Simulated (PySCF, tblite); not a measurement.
**C5H5BClO radical: geometry, infrared bands and EPR parameters**

Aim: predict the infrared bands and EPR parameters of C5H5BClO radical (`Bc1occ([CH2])c1Cl`).

The runs use tblite 0.8.0 and PySCF 2.14.0, with density-fitted response routines of our own; the level of theory stands in each step. All values are computed, except where a source is named. Atoms are numbered from 0 throughout.

## (1) The molecule as given

13 atoms, charge 0, multiplicity 2; geometry from: force field or distance geometry start.

Bonds of the start (Å): B0–C1 1.58, C1–O2 1.32, O2–C3 1.33, C3–C4 1.37, C4–C5 1.49, C4–C6 1.38, C6–Cl7 1.76, C6–C1 1.38, B0–H8 1.18, B0–H9 1.18, C3–H10 1.09, C5–H11 1.11, C5–H12 1.10.

## (2) Relaxing the molecule with GFN2-xTB

The job: settings as JSON, then the geometry in Å.

```
{"job": {"kind": "relax", "xc": "GFN2-xTB", "basis": "xTB"}, "charge": 0, "multiplicity": 2}
B      2.692700     0.094200     0.024300
C      1.141600    -0.176400    -0.017700
O      0.632800    -1.391300    -0.011000
C     -0.688100    -1.278200    -0.049400
C     -1.041400     0.046600    -0.052900
C     -2.428400     0.602900    -0.049400
C      0.137200     0.765800    -0.034800
Cl     0.309900     2.516500    -0.011600
H      3.450800    -0.808700     0.045600
H      3.088100     1.204500     0.035200
H     -1.370000    -2.129300    -0.045600
H     -2.881000     0.452600     0.956800
H     -3.048600     0.101200    -0.807400
```

The run is started by

```console
OMP_NUM_THREADS=1 python probes_run.py task.json out
```

The driver reads the jobs from task.json and runs them one after another.

**Question.** This job is followed by: GFN2-xTB harmonic vibrations, gas phase; UKS B3LYP, pcH-1 on B C Cl H O, non-relativistic, mean-field spin-orbit, GIAO. Predict these results of the whole session: strongest single infrared mode (GFN2-xTB); zero-point energy (GFN2-xTB); g(iso) (B3LYP); ⟨S²⟩; largest a(iso) (averaged by class); potential on the surface of density 0.002 e/bohr³, 1st and 99th percentile.

**Answer**, as computed:

| quantity | value |
| --- | --- |
| strongest single infrared mode (GFN2-xTB) | 1467 cm⁻¹, 149 km/mol |
| zero-point energy (GFN2-xTB) | 52.5 kcal/mol |
| g(iso) (B3LYP) | 2.00292 |
| ⟨S²⟩ | 0.772 (exact 0.75) |
| largest a(iso) (averaged by class) | 13C on C5, 63.0 MHz |
| potential on the surface of density 0.002 e/bohr³, 1st and 99th percentile | -0.69 V and 1.53 V |

In words: Relaxing lowered the energy by 1.264 eV in 59 steps; the close pair that moved most is C4–C5, from 1.494 to 1.378 Å. All 33 modes are real, so the xTB geometry is a minimum. The strongest single mode, at 1467 cm⁻¹, moves mainly C1 and C6. GFN2-xTB is a fitted tight-binding method: band positions and strengths are rough. Its intensities can rank the bands wrongly. The largest share of the spin, 0.82 e, sits on C5. The isotropic g lies 0.6 ppt above the free-electron value. The conformer search found further structures of the same energy, which may be mirror or relabelled copies of this one.
